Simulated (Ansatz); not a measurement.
## CoH, space group Fm-3m: a convergence test of the plane-wave cutoff, step by step

Computed with Ansatz 0.2.0 through its Python package.

The cells in order, each with its output:

In [1]:
```python
import ansatz as az
from tabulate import tabulate
```

In [2]:
```python
lattice = az.Lattice.of(
    (0.0, 1.84296, 1.84296),
    (1.84296, 0.0, 1.84296),
    (1.84296, 1.84296, 0.0),
)
sites = [
    ("Co", (0.0, 0.0, 0.0)),
    ("H", (0.5, 0.5, 0.5)),
]
structure = az.Crystal(lattice=lattice)
for symbol, position in sites:
    structure = structure.atom(symbol, position)
structure = structure.moments(Co=3.2)

job = (
    structure.calculation()
    .spin("collinear")
    .scf(tolerance=1e-05, max_iterations=60, extra_bands=12, lower_state_search="standard")
    .functional("r2scan", dispersion="D4")
    .occupations("cold", width=0.2)
    .kpoints(6, center="monkhorst-pack")
)
```

In [3]:
```python
rows = []
for value in [300, 400, 500, 600]:
    report = job.basis(value).run(threads=1, pin="off").report
    rows.append((value, report["free_energy_ev"] / len(report["lattice"]["sites"]), report["n_iterations"], report["magnetization_mub"], report["n_pw"]))
```
```text
DeckWarning: basis.ecutwfc = 300 eV is below the records' recommended 500 eV, and the density's cutoff is lower with it unless basis.ecutrho_ratio is high enough to keep the records' density cutoff: compare with a run at a higher cutoff
DeckWarning: crystal.symmetry: narrowed to the stabiliser of the k-point mesh — unitary ops 48 → 12; excluded 36 operations that carry a point of the 6×6×6 mesh (shift [0.5, 0.5, 0.5]) off the mesh [...]
DeckWarning: basis.ecutwfc = 400 eV is below the records' recommended 500 eV, and the density's cutoff is lower with it unless basis.ecutrho_ratio is high enough to keep the records' density cutoff: compare with a run at a higher cutoff
```

In [4]:
```python
print(tabulate(rows, headers=["cutoff (eV)", "F/atom (eV)", "iterations", "moment (muB)", "plane waves"], floatfmt=".4f", tablefmt="plain"))
```
```text
  cutoff (eV)    F/atom (eV)    iterations    moment (muB)    plane waves
          300     -2573.4891            17          1.4577            169
          400     -2573.7461            18          1.4621            259
          500     -2573.7502            18          1.4624            331
          600     -2573.7511            18          1.4624            411
```

In [5]:
```python
for row in rows[:-1]:
    shift = 1000 * (row[1] - rows[-1][1])
    print(f"{row[0]}: {shift:+.2f} meV/atom" + ("  (within 2 meV)" if abs(shift) < 2 else ""))
```
```text
300: +261.95 meV/atom
400: +4.96 meV/atom
500: +0.84 meV/atom  (within 2 meV)
```

From 500 eV on it stays within 2 meV an atom of the value at 600 eV; the first row (300 eV) is off by 261.9 meV and the last but one by 0.84 meV. The energy falls steadily, as expected when plane waves are added. The last run costs about 1.3 times the first.

What to keep in mind:
- The magnetic order follows from the starting moments and needn't be the lowest.
- Dispersion corrections can be off by several per cent in the lattices of metals, and by several GPa in the pressure at a fixed cell.
- For a metal this mesh is far too coarse, so the numbers only illustrate the procedure.
- r2SCAN tends to overestimate the moments of itinerant magnets.
- The structure comes from a database of computed cells and needn't be a stable or known phase.
- Warnings are shown shortened and without file and line.
- Shifts are counted from the last row, which is itself no proven limit.
- It ran for 16 s on 1 thread of Intel(R) Xeon(R) Processor @ 2.30GHz (shared host), peak memory 0.48 GiB.
